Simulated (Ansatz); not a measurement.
# B₂F₄: basis-set convergence

Aim: see how fast density functionals converge with the basis set for B₂F₄.

Program: Ansatz 0.2.0, Gaussian basis. Level of theory: one geometry, several basis sets. These are calculated values, not measurements.

The runs, in order: PBE0-D4/def2-SVP; ωB97M-V/def2-SVP; PBE0-D4/def2-QZVPP; ωB97M-V/def2-QZVPP; the functionals' def2-TZVPP values are taken from earlier runs.

### Step 1. The relaxed structure

The geometry comes from an earlier relaxation with PBE0-D4 in a triple-zeta def2 set; it is a stationary point.

SMILES `FB(F)B(F)F`, 6 atoms, charge 0, spin multiplicity 1.

Atoms are counted from 1 here; the program's logs count them from 0.

Bond lengths: F1–B2 1.315 Å, B2–F3 1.315 Å, B2–B4 1.729 Å, B4–F5 1.315 Å, B4–F6 1.315 Å. Angles: F1–B2–F3 117.3°, F1–B2–B4 121.3°, F3–B2–B4 121.3°, B2–B4–F5 121.3°, B2–B4–F6 121.3°, F5–B4–F6 117.3°.

### Step 2. PBE0-D4 in def2-SVP

Contents of in.yaml:

```yaml
crystal:
  periodic: [false, false, false]
  atoms:
    - {symbol: F, position_ang: [0.765018, -0.675846, 1.618136]}
    - {symbol: B, position_ang: [0.289071, -0.713932, 0.392576]}
    - {symbol: F, position_ang: [0.270725, -1.882105, -0.211586]}
    - {symbol: B, position_ang: [-0.289083, 0.713934, -0.392576]}
    - {symbol: F, position_ang: [-0.767242, 0.675429, -1.617263]}
    - {symbol: F, position_ang: [-0.268490, 1.882530, 0.210693]}
basis:
  gaussian: {orbitals: def2-SVP}
hamiltonian: {xc: pbe0, dispersion: d4}
output: {orbitals: {seedname: orbitals}}
```

The run is started by

```sh
$ ansatz run in.yaml --threads 4 --pin off --events-out ev --progress --plain --max-ram 10444MiB
```

After this run come: ωB97M-V in def2-SVP; PBE0-D4 in def2-QZVPP; ωB97M-V in def2-QZVPP.

**Question.** What will the summary of the whole plan be? Wanted: PBE0-D4: double and triple zeta above quadruple; ωB97M-V: double and triple zeta above quadruple.

As calculated:

| quantity | value |
| --- | --- |
| PBE0-D4: double and triple zeta above quadruple | 15.42, 0.64 eV |
| ωB97M-V: double and triple zeta above quadruple | 15.62, 0.60 eV |

In words: PBE0-D4 gains 14.78 eV from double to triple zeta, then 0.64 eV more. These are total energies; as a rule much of such shifts cancels in differences, which this series doesn't test.
